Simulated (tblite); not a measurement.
# C8H10B2: the cost of one run

The runs use tblite 0.8.0 and PySCF 2.14.0, with density-fitted response routines of our own; the level of theory stands in each step. All values are computed, except where a source is named. Atoms are numbered from 0 throughout.

## Step 1: The molecule as given

20 atoms, charge 0, multiplicity 1; geometry from: force field or distance geometry start.

Bonds of the start (Å): B0–C1 1.55, C1–C2 1.33, C2–C3 1.47, C3–C4 1.33, C4–C5 1.47, C5–C6 1.33, C6–B7 1.57, B7–C8 1.56, C8–C9 1.34, C8–C1 1.47, B0–H10 1.19, B0–H11 1.20, C2–H12 1.10, C3–H13 1.08, C4–H14 1.10, C5–H15 1.08, C6–H16 1.08, B7–H17 1.19, C9–H18 1.09, C9–H19 1.07.

## Step 2: Relaxing the molecule with GFN2-xTB

The job: settings as JSON, then the geometry in Å.

```
{"job": {"kind": "relax", "xc": "GFN2-xTB", "basis": "xTB"}, "charge": 0, "multiplicity": 1}
B     -2.535900     1.073800    -0.454600
C     -1.101400     0.607600    -0.092000
C     -0.240400     1.580500     0.213000
C      1.172900     1.667200     0.598400
C      2.237600     0.873900     0.520800
C      2.557300    -0.455200    -0.025300
C      1.836700    -1.511800    -0.403700
B      0.288700    -1.762400    -0.415200
C     -0.941000    -0.852800    -0.126000
C     -2.082600    -1.497200     0.136600
H     -3.169200     1.762900     0.278800
H     -2.678500     1.338200    -1.615700
H     -0.700100     2.573100     0.155500
H      1.351900     2.613500     1.092300
H      3.114100     1.365300     0.962600
H      3.618700    -0.602700    -0.122600
H      2.415700    -2.352300    -0.754600
H      0.001600    -2.915900    -0.457300
H     -2.990500    -0.932000     0.354300
H     -2.160700    -2.563100     0.151500
```

Run with:

```bash
OMP_NUM_THREADS=1 python probes_run.py task.json out
```

This one command runs all jobs of the session in turn.

Q: Estimate the wall time and peak memory of this first job on 1 thread of Arm Neoverse N1, shared host.

About 2 s, with a peak of 0.18 GiB.
